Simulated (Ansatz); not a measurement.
Co4Ge:

```
Ge Co
1.0
     1.31250    0.75777    9.86265
    -1.31250    0.75777    9.86265
     0.00000   -1.51554    9.86265
Ge Co
1 4
Direct
  0.00000 0.00000 0.00000
  0.59884 0.59884 0.59884
  0.20032 0.20032 0.20032
  0.79968 0.79968 0.79968
  0.40116 0.40116 0.40116
```

The cell comes from a database or a generator and needn't be the stable form of this composition.

Base run:

| Item | Value |
| --- | --- |
| Program | Ansatz 0.2.0 |
| Functional | PBEsol |
| Potentials or basis | Ansatz PAW |
| Cutoff | 420 eV (not typed: the program's choice for these potentials) |
| k mesh | 12 × 12 × 12 |
| Occupations | fermi-dirac, width 0.05 eV |
| Spin | no spin polarisation |

Its results: band gap on the k mesh none (metal or under the smearing width); pressure -16.2 GPa; largest force 0.379 eV/Å.

The run is repeated on the same cell with these changes: spin from no spin polarisation to collinear spin, ferromagnetic start. What comes out?

Band gap on the k mesh none (metal or under the smearing width); pressure -8.6 GPa; net moment 5.90 μB per cell; site moments Ge -0.03; Co +1.32, +1.78 μB; largest force 0.053 eV/Å.

Caveats: the PAW data sets come from PBE, with cores solved anew for the run's functional, which leaves a small shift of forces and pressure.
